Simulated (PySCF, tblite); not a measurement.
# C₅H₈N₃−: geometry, infrared bands and NMR shifts

What infrared bands and NMR shifts should C₅H₈N₃− (`CCc1[n-]nnc1C`) show?

Programs: tblite 0.8.0 and PySCF 2.14.0, with density-fitted response routines of our own. Each step states its level of theory. These are calculated values for one molecule in the gas phase, unless marked as measured. Atoms count from 0, in the outputs and in this text.

### 1 Starting geometry

16 atoms, charge -1, multiplicity 1; geometry from: force field or distance geometry start.

Bonds of the start (Å): C0–C1 1.54, C1–C2 1.46, C2–N3 1.36, N3–N4 1.32, N4–N5 1.31, N5–C6 1.35, C6–C7 1.46, C6–C2 1.38, C0–H8 1.11, C0–H9 1.10, C0–H10 1.12, C1–H11 1.12, C1–H12 1.10, C7–H13 1.12, C7–H14 1.11, C7–H15 1.12.

### 2 Relaxing the molecule with GFN2-xTB

What the job is given:

```
{"job": {"kind": "relax", "xc": "GFN2-xTB", "basis": "xTB"}, "charge": -1, "multiplicity": 1}
C      1.960600    -0.461600     0.354000
C      1.021400    -0.299200    -0.860900
C     -0.075400     0.627700    -0.587200
N     -0.099400     1.914100    -1.035100
N     -1.209600     2.495200    -0.623200
N     -1.945000     1.645700     0.056900
C     -1.260400     0.479500     0.095400
C     -1.739800    -0.719300     0.774900
H      2.254800     0.533500     0.737900
H      1.479800    -1.039800     1.163100
H      2.897500    -0.927200    -0.050200
H      0.664800    -1.297200    -1.213900
H      1.644400     0.137900    -1.652200
H     -1.309900    -1.609300     0.254000
H     -1.433200    -0.706700     1.844100
H     -2.858300    -0.764200     0.731200
```

Started as:

```sh
$ OMP_NUM_THREADS=1 python probes_run.py task.json out
```

One launch serves the whole session: the jobs run in the order shown.

**Question.** This job is followed by: GFN2-xTB harmonic vibrations, gas phase; GIAO PBE0/pcSseg-1 NMR shielding, non-relativistic, gas phase. Predict these results of the whole session: strongest single infrared mode (GFN2-xTB); zero-point energy (GFN2-xTB); 13C shifts against TMS (PBE0/pcSseg-1); 1H shifts against TMS (PBE0/pcSseg-1, means over atoms taken as alike); 15N shifts against NH3 (PBE0/pcSseg-1).

As calculated:

```
                                                              quantity                               value
                             strongest single infrared mode (GFN2-xTB)               2957 cm⁻¹, 177 km/mol
                                          zero-point energy (GFN2-xTB)                       80.0 kcal/mol
                                13C shifts against TMS (PBE0/pcSseg-1)  142.7, 134.2, 26.4, 19.9, 15.2 ppm
1H shifts against TMS (PBE0/pcSseg-1, means over atoms taken as alike)                2.71, 2.34, 0.92 ppm
                                15N shifts against NH3 (PBE0/pcSseg-1)             418.3, 382.8, 379.2 ppm
```

What this shows: Over 48 steps the energy fell by 0.224 eV; of the close pairs, C6–C7 changed most, 1.459 to 1.493 Å. No mode is imaginary among the 42: a minimum at this level. The strongest single mode, at 2957 cm⁻¹, moves mainly H10. GFN2-xTB is a fitted tight-binding method: band positions and strengths are rough. Its intensities can rank the bands wrongly. At PBE0/pcSseg-1: The widest tensor belongs to N4: span 521 ppm, with a paramagnetic part of -472 ppm. NICS(1)zz of -34 ppm above the planar ring from C2 marks a diatropic (aromatic) ring current.
